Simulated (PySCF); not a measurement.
# TaOF3: other functionals and bases at one geometry

An exercise on one series of results from a longer session: the logs are not shown, and one member is left open.

Method: several levels, as the steps say, no spin–orbit coupling; program: PySCF 2.14.0.

5 further runs of the same task are left out: 1 for a known fault of the program, 2 that didn't finish, 2 set aside as unsound or not needed.

**Where the work starts**

5 atoms, charge 0, spin multiplicity 1.

Bond lengths: Ta1–O2 1.718 Å, Ta1–F3 1.877 Å, Ta1–F4 1.878 Å, Ta1–F5 1.877 Å. Angles: O2–Ta1–F3 106.0°, O2–Ta1–F4 106.3°, O2–Ta1–F5 106.0°, F3–Ta1–F4 113.0°, F3–Ta1–F5 111.8°, F4–Ta1–F5 113.0°.

Coordinates:

```
Ta   -0.08448    0.00000   -0.03438
O     1.31447    0.00000   -1.03208
F     0.02461    1.55414    1.01223
F    -1.55938    0.00000   -1.19681
F     0.02461   -1.55414    1.01223
```

Formal oxidation states: Ta +5. An earlier session relaxed this geometry at r2SCAN, Ta def2-SVP with ECP60, O def2-SVP, F def2-SVP (singlet, point group C3v).

At r2SCAN on the finer grid: E = -431.636205 Eh, HOMO -8.97 eV, LUMO -2.41 eV, Mulliken charge on Ta1 +1.31 e, largest force component 0.108 eV/Å. 

Levels to run: B3LYP; HF; BP86; wB97X; r2SCAN, TZVP; r2SCAN, x2c-SVP. Hardware: 2 threads of Arm Neoverse V2, shared host.

Set-up of the first run:

Contents of run.py (the lines that set the calculation):

```python
mol = gto.M(atom='''
Ta    -0.08448     0.00000    -0.03438
O      1.31447     0.00000    -1.03208
F      0.02461     1.55414     1.01223
F     -1.55938     0.00000    -1.19681
F      0.02461    -1.55414     1.01223''',
    basis={'Ta': 'def2-SVP', 'O': 'def2-SVP', 'F': 'def2-SVP'},
    ecp={'Ta': 'def2-SVP'},
    charge=0, spin=0)
mf = dft.RKS(mol, xc='B3LYP')
mf.grids.atom_grid = (75, 302)
mf = mf.density_fit()  # fitting sets: Ta def2-universal-JKFIT, O def2-universal-JKFIT, F def2-universal-JKFIT
mf.conv_tol = 1e-08; mf.max_cycle = 55
mf.kernel(dm0)  # dm0: the density of the relaxed state
```

Run with:

```
$ OMP_NUM_THREADS=2 python run.py
```

Steps of the session up to this table: B3LYP; HF; BP86; wB97X; r2SCAN, TZVP; r2SCAN, x2c-SVP.

One table of the session follows, with a row left open; its other results are not shown here.

```
                level  HOMO (eV)  gap (eV)  charge on Ta1 (e)  dipole (D)  largest force component (eV/Å)
r2SCAN (relaxed here)      -8.97      6.57               1.31        1.91                            0.11
                B3LYP      -9.93      8.00               1.29        1.93                            0.27
                   HF          ?         ?                  ?           ?                               ?
                 BP86      -8.63      6.06               1.13        1.84                            0.55
                wB97X     -12.69     13.30               1.35        2.05                            1.07
         r2SCAN, TZVP      -8.98      6.58               1.69        1.99                            0.30
      r2SCAN, x2c-SVP      -9.23      6.37               1.33        1.87                            0.93
```

**Question.** Estimate the row for HF.

The run gave: HOMO (eV): -14.34; gap (eV): 15.66; charge on Ta1 (e): 1.95; dipole (D): 2.44; largest force component (eV/Å): 2.31. In the column «HOMO (eV)» it is the lowest.

In one basis the HOMO–LUMO gap runs from 6.06 eV (BP86) to 15.66 eV (HF). The largest leftover force, 2.31 eV/Å with HF, stands at a geometry relaxed at another level. Total energies of different levels can't be compared.
